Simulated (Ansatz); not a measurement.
# CH₄BNO (SMILES BC(=N)O): one structure at several levels

One table from this session's results is given with a row withheld; the runs are named, their logs left out.

Method: single points in def2-TZVPP; program: Ansatz 0.2.0, Gaussian basis.

Correlated methods freeze the cores.

1 further run of the same task is left out (it didn't finish).

## The starting structure

SMILES `BC(=N)O`, 8 atoms, charge 0, spin multiplicity 1.

Atoms are counted from 1 here; the program's logs count them from 0.

Bond lengths: B1–C2 1.597 Å, B1–H5 1.222 Å, B1–H6 1.219 Å, C2–N3 1.265 Å, C2–O4 1.372 Å, N3–H7 1.041 Å, O4–H8 0.973 Å. Angles: C2–B1–H5 122.5°, C2–B1–H6 120.8°, H5–B1–H6 116.7°, B1–C2–N3 117.9°, B1–C2–O4 115.6°, N3–C2–O4 126.3°, C2–N3–H7 111.5°, C2–O4–H8 110.9°.

Geometry (Å):

```
B    -0.64805    1.19372   -0.35420
C     0.13145   -0.14393    0.03648
N     1.22473   -0.02988    0.66311
O    -0.52111   -1.31552   -0.25226
H    -1.63775    1.19112   -1.07040
H    -0.28498    2.27578    0.07365
H     1.61581   -0.95907    0.92084
H     0.04493   -2.08387   -0.06151
```

Set-up of the first run:

Input file run/in.yaml:

```yaml
crystal:
  periodic: [false, false, false]
  atoms:
    - {symbol: B, position_ang: [-0.648049, 1.193716, -0.354204]}
    - {symbol: C, position_ang: [0.131453, -0.143934, 0.036485]}
    - {symbol: N, position_ang: [1.224734, -0.029885, 0.663113]}
    - {symbol: O, position_ang: [-0.521114, -1.315521, -0.252258]}
    - {symbol: H, position_ang: [-1.637753, 1.191124, -1.070398]}
    - {symbol: H, position_ang: [-0.284980, 2.275782, 0.073654]}
    - {symbol: H, position_ang: [1.615813, -0.959066, 0.920843]}
    - {symbol: H, position_ang: [0.044932, -2.083867, -0.061513]}
basis:
  gaussian: {orbitals: def2-TZVPP}
hamiltonian: {xc: pbe, dispersion: d4}
output: {forces: true}
```

The run is started by

```bash
ansatz run in.yaml --threads 2 --pin off --events-out ev --progress --plain --max-ram 3481MiB
```

Steps of the session up to this table: PBE-D4/def2-TZVPP; r2SCAN-D4/def2-TZVPP; PBE0-D4/def2-TZVPP; wB97M-V/def2-TZVPP; CCSD(T)/def2-TZVPP.

One of the session's tables, all rows but one given; the rest of the session is left out.

| method | RMS force component (eV/Å) | angle to CCSD(T) forces (°) | dipole (D) |
| --- | --- | --- | --- |
| PBE-D4 | ? | ? | ? |
| r2SCAN-D4 | 0.435 | 11.4 | 2.14 |
| PBE0-D4 | 0.412 | 25.4 | 2.10 |
| wB97M-V | 0.434 | 25.4 | 2.08 |
| CCSD(T) | 0.514 | reference | 2.01 |

**Question.** Estimate the row for PBE-D4.

The run gave: RMS force component (eV/Å): 0.480; angle to CCSD(T) forces (°): 24.5; dipole (D): 2.16. In the column «RMS force component (eV/Å)» it lies between r2SCAN-D4 (0.435) and CCSD(T) (0.514).

To keep in mind: CCSD(T) in triple zeta still lacks some correlation energy of the bonds, so part of these gaps is its own basis error and they don't rank the functionals.
